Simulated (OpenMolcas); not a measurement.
# Pd²⁺ in KCdF3: CASSCF and CASPT2 levels and susceptibility

Which state of Pd²⁺ lies lowest among these ligands, how large is the field, and what χT follows?

Program: OpenMolcas 26.06. Level of theory: state-averaged CASSCF and CASPT2, spin-orbit coupling by RASSI with atomic mean-field integrals. These are calculated values, not measurements, unless marked.

## (1) What is computed

| Item | Value |
| --- | --- |
| Species | Pd²⁺ (palladium, Z = 46, 44 electrons) |
| Basis | ANO-RCC-VTZP [7s6p4d2f1g], 176 functions with the ligands |
| Scalar Hamiltonian | DKH2, point nucleus |
| Inactive shells | 1s 2s 2p 3s 3p 3d 4s 4p of the metal, and all ligand shells |
| Active space | 8 electrons in 5 orbitals (4d) |
| Some configurations of this space | 4d⁸ |
| Orbitals | optimised for each spin and parity, averaged over all roots |

Outer shells as boxes (Hund's rule):

4d8
```
4d [↑↓][↑↓][↑↓][↑ ][↑ ]
```

Pd²⁺ is taken with its 6 nearest fluoride ions at 2.17 Å, on the cation site of KCdF3 (a = 4.302 Å). The rest of the host is ab initio model potentials to 7.6 Å, with orthogonalisation functions on the cations behind the ligands, and point charges beyond; the distance is set by hand, nothing relaxes, and no local charge compensation is placed. Ligand basis ANO-RCC-VDZP.

```xyz
15

Pd    0.0000    0.0000    0.0000
F     2.1700    0.0000    0.0000
F     0.0000    2.1700    0.0000
F    -2.1700    0.0000    0.0000
F     0.0000   -2.1700    0.0000
F     0.0000    0.0000    2.1700
F     0.0000    0.0000   -2.1700
K     2.1510   -2.1510   -2.1510
K    -2.1510    2.1510    2.1510
K     2.1510   -2.1510    2.1510
K    -2.1510    2.1510   -2.1510
K     2.1510    2.1510   -2.1510
K    -2.1510   -2.1510    2.1510
K     2.1510    2.1510    2.1510
K    -2.1510   -2.1510   -2.1510
```

The work runs as a chain of OpenMolcas steps in one folder; each step below is one input file. Labels, J, g values, rates, χT and fits are worked out afterwards by a script from the matrices that RASSI stores.

## (2) GATEWAY and SEWARD: basis and integrals

File a.inp:

```
&GATEWAY
Basis set
Pd.ANO-RCC-VTZP.
Pd1 0.0 0.0 0.0 Angstrom
End of basis
Basis set
F.ANO-RCC-VDZP.
L1 2.170000 0.000000 0.000000 Angstrom
L2 0.000000 2.170000 0.000000 Angstrom
L3 0.000000 0.000000 2.170000 Angstrom
End of basis
Basis set
Cd.EMB-AIMP.Lopez-Moraza.11s7p.1s1p.ECP.KCdF3.
PseudoCharge
* 3 symmetry-unique lattice sites within 7.6 angstrom
End of basis
Basis set
K.EMB-AIMP.Lopez-Moraza.0s.0s.ECP.KCdF3.
PseudoCharge
* 16 symmetry-unique lattice sites within 7.6 angstrom
End of basis
Basis set
Cd.EMB-AIMP.Lopez-Moraza.0s.0s.ECP.KCdF3.
PseudoCharge
* 10 symmetry-unique lattice sites within 7.6 angstrom
End of basis
Basis set
F.EMB-AIMP.Lopez-Moraza.0s.0s.ECP.KCdF3.
PseudoCharge
* 27 symmetry-unique lattice sites within 7.6 angstrom
End of basis
Symmetry
XYZ
AngMom=0.0 0.0 0.0
AMFI
RICD
XField
1533 Angstrom 0
* Evjen-weighted lattice charges
&SEWARD
```

Run with:

```console
> OMP_NUM_THREADS=1 MOLCAS_MEM=2457 MOLCAS_PROJECT=a pymolcas a.inp > a.log
```

## (3) Reference wave functions, triplets, 10 roots

File a.inp:

```
&RASSCF
FileOrb=start.orb
Symmetry=1
Spin=3
nActEl=8 0 0
Inactive=24 24
Ras2=5 0
CIRoot=10 10 1
SDav=10
CIMx=300
Iter=150 100
PrWF=0.3
OrbListing=Nothing
MaxOrb=0
LevShft=1.0
>>> COPY $Project.JobIph JOB001
```

start.orb holds start orbitals that the driver prepared beforehand, or those of the step before.

## (4) CASSCF: singlets, 15 roots

File a.inp:

```
&RASSCF
FileOrb=start.orb
Symmetry=1
Spin=1
nActEl=8 0 0
Inactive=24 24
Ras2=5 0
CIRoot=15 15 1
SDav=15
CIMx=300
Iter=150 100
PrWF=0.3
OrbListing=Nothing
MaxOrb=0
LevShft=1.0
>>> COPY $Project.JobIph JOB002
```

## (5) State interaction with spin-orbit coupling

File a.inp:

```
&RASSI
NrOfJobIphs=2 10 15
1 2 3 4 5 6 7 8 9 10
1 2 3 4 5 6 7 8 9 10 11 12 13 14 15
IphNames
JOB001
JOB002
EJob
SpinOrbit
DIPRint=1.0
SOCoupling=1000.0
Subsets=2
Property=9
'ANGMOM' 1 'ANGMOM' 2 'ANGMOM' 3 'MLTPL  1' 1 'MLTPL  1' 2 'MLTPL  1' 3
'AMFI' 1 'AMFI' 2 'AMFI' 3
SOProperty=3
'ANGMOM' 1 'ANGMOM' 2 'ANGMOM' 3
```

## (6) CASPT2: IPEA 0.25, imaginary shift 0.1 (closed shells correlated: 4s 4p of the metal, with ligand shells; the Frozen line counts the rest)

File a.inp:

```
>>> COPY JOB001 $Project.JobIph
&CASPT2
Multistate=10 1 2 3 4 5 6 7 8 9 10
NoMult
Frozen=11 9
IPEA=0.25
Imaginary=0.1
MaxIter=60
WThr=0.0 0.3 0.05
PrWF=0.5
NoMix
>>> COPY JOB002 $Project.JobIph
&CASPT2
Multistate=15 1 2 3 4 5 6 7 8 9 10 11 12 13 14 15
NoMult
Frozen=11 9
IPEA=0.25
Imaginary=0.1
MaxIter=60
WThr=0.0 0.3 0.05
PrWF=0.5
NoMix
```

## (7) CASPT2: IPEA 0, imaginary shift 0.1 (closed shells correlated: 4s 4p of the metal, with ligand shells; the Frozen line counts the rest)

a.inp: that of step 6 with these lines changed.

```diff
@@ -5,3 +5,3 @@
 Frozen=11 9
-IPEA=0.25
+IPEA=0.0
 Imaginary=0.1
@@ -16,3 +16,3 @@
 Frozen=11 9
-IPEA=0.25
+IPEA=0.0
 Imaginary=0.1
```

(Steps that only read results are left out.)

Before running it: what results should come out? Wanted: spin-free ground state; first state of the same spin within the active space; lowest level; next level.

The runs gave:

| quantity | value |
| --- | --- |
| method | SS-CASPT2, IPEA 0.25, imaginary shift 0.1 (closed shells correlated: 4s 4p of the metal, with ligand shells; the Frozen line counts the rest) |
| spin-free ground state | 3A2, 1-fold in its orbital part |
| first state of the same spin within the active space | 3T2 at 13600 cm⁻¹ |
| lowest level | 3-fold T2 |
| next level | 8910.2 cm⁻¹ |
| χT at 300 K | 1.41 cm³ K/mol |
| effective moment at 300 K | 3.36 μB |

Cost by method:

```tsv
method	time of its own steps	time with the reference
A. CASSCF	33 s	33 s
B. SS-CASPT2, IPEA 0.25, imaginary shift 0.1, +4s 4p	2.5 min	3.1 min
C. SS-CASPT2, IPEA 0, imaginary shift 0.1, +4s 4p	2.8 min	3.4 min
```

Times are of one thread on a shared host.

**Reading.** The spin-free ground state (3A2) comes to 100 % from free-ion F terms and keeps the highest spin of the shell. χT at 300 K is 1.41, against 1.00 cm³ K/mol for the spin alone, so orbital moment adds to it. A ligand-field fit to the states below 45000 cm-1 gives 10Dq = 14034 cm-1, B = 568 cm-1 and C = 3137 cm-1 (C/B = 5.52), with a deviation of 534 cm-1. CASPT2 does not keep the components of a term degenerate, and the means are used.
